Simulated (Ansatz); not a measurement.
# MoHO (quartet): wave-function methods side by side, def2-TZVPP

An exercise on one series of results from a longer session: the logs are not shown, and one member is left open.

The runs use Ansatz 0.2.0, Gaussian basis; def2-TZVPP, core rule «outside noble gas», up to 5 orbitals frozen.

The runs, in order: UHF; ROHF; CCSD(T) on UHF.

2 further runs of the same task are left out: 2 set aside as unsound or not needed.

## The system

The geometry is a PBE0/def2-TZVP stationary point (not a proven minimum) of the parent state, kept for this charge and spin. No spin-orbit coupling is included. Elements past krypton take def2 core potentials.

3 atoms, charge 0, spin multiplicity 4.

Atoms are counted from 1 here; the program's logs count them from 0.

Bond lengths: Mo1–O2 1.645 Å, Mo1–H3 1.722 Å. Angles: O2–Mo1–H3 112.1°.

Set-up of the first run:

in.yaml

```yaml
crystal:
  periodic: [false, false, false]
  atoms:
    - {symbol: Mo, position_ang: [0.000000, -0.033589, 0.225249]}
    - {symbol: O, position_ang: [0.000000, 0.106921, -1.414198]}
    - {symbol: H, position_ang: [0.000000, 1.499931, 1.007894]}
basis:
  gaussian: {orbitals: def2-TZVPP}
magnetization: {spin_polarized: true, initial_magnetization: 3}
hamiltonian: {xc: hf}
output: {orbitals: {seedname: orbitals}}
```

On the command line:

```bash
$ ansatz run in.yaml --threads 1 --pin off --events-out ev --progress --plain --max-ram 3968MiB --backend cpu
```

Among the steps run: UHF; ROHF; CCSD(T) on UHF.

One table of the session follows, with a row left open; its other results are not shown here.

It belongs to the step «Misses and costs». 

```
  method  from UCCSD(T) (kJ/mol)
    ROHF                 +1186.1
     UHF                 +1154.1
    UMP2                   +61.8
   UCCSD                       ?
UCCSD(T)                       0
```

Estimate the missing values for UCCSD.

As computed: from UCCSD(T) (kJ/mol): +66.9. In the column «from UCCSD(T) (kJ/mol)» it lies between UMP2 (+61.8) and UHF (+1154.1).
